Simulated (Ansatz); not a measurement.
# CBClF4O: the cost of one run

Method: the settings change from run to run; program: Ansatz 0.2.0, Gaussian basis.

### Step 1. The relaxed structure

The structure was relaxed beforehand with PBE0-D4 in a triple-zeta def2 set.

8 atoms, charge 0, spin multiplicity 1.

Atoms are counted from 1 here; the program's logs count them from 0.

Bond lengths: F1–B2 1.312 Å, B2–Cl3 1.736 Å, B2–O4 1.366 Å, O4–C5 1.358 Å, C5–F6 1.329 Å, C5–F7 1.329 Å, C5–F8 1.319 Å. Angles: F1–B2–Cl3 120.6°, F1–B2–O4 121.5°, Cl3–B2–O4 118.0°, B2–O4–C5 123.8°, O4–C5–F6 111.5°, O4–C5–F7 111.5°, O4–C5–F8 108.2°, F6–C5–F7 108.2°, F6–C5–F8 108.6°, F7–C5–F8 108.6°.

Geometry (Å):

```xyz
8
charge 0, multiplicity 1
F    -0.07552   -1.32930    1.33807
B     0.84907   -0.87431    0.52536
Cl    2.45312   -1.53662    0.55475
O     0.58623    0.12759   -0.36529
C    -0.62440    0.72941   -0.48866
F    -0.99294    1.32007    0.64337
F    -1.56888   -0.14076   -0.83066
F    -0.53458    1.64670   -1.43284
```

### Step 2. wPBEh/ANO-RCC-VTZP

Set apart from the defaults: the search for lower states set to full.

Input file in.yaml:

```yaml
crystal:
  periodic: [false, false, false]
  atoms:
    - {symbol: F, position_ang: [-0.075517, -1.329296, 1.338067]}
    - {symbol: B, position_ang: [0.849068, -0.874306, 0.525359]}
    - {symbol: Cl, position_ang: [2.453124, -1.536616, 0.554749]}
    - {symbol: O, position_ang: [0.586235, 0.127592, -0.365288]}
    - {symbol: C, position_ang: [-0.624405, 0.729412, -0.488660]}
    - {symbol: F, position_ang: [-0.992944, 1.320073, 0.643370]}
    - {symbol: F, position_ang: [-1.568878, -0.140764, -0.830656]}
    - {symbol: F, position_ang: [-0.534585, 1.646704, -1.432840]}
basis:
  gaussian: {orbitals: ANO-RCC-VTZP}
hamiltonian: {xc: {name: wPBEh}}
scf: {lower_state_search: full}
output: {forces: true}
```

Launch:

```
> ansatz run in.yaml --threads 2 --pin off --events-out ev --progress --plain --max-ram 20480MiB --backend cpu
```

Q: Estimate wall time and peak memory on 2 threads of AMD EPYC 7R13, shared host.

About 18 s, with a peak of 1.2 GiB.
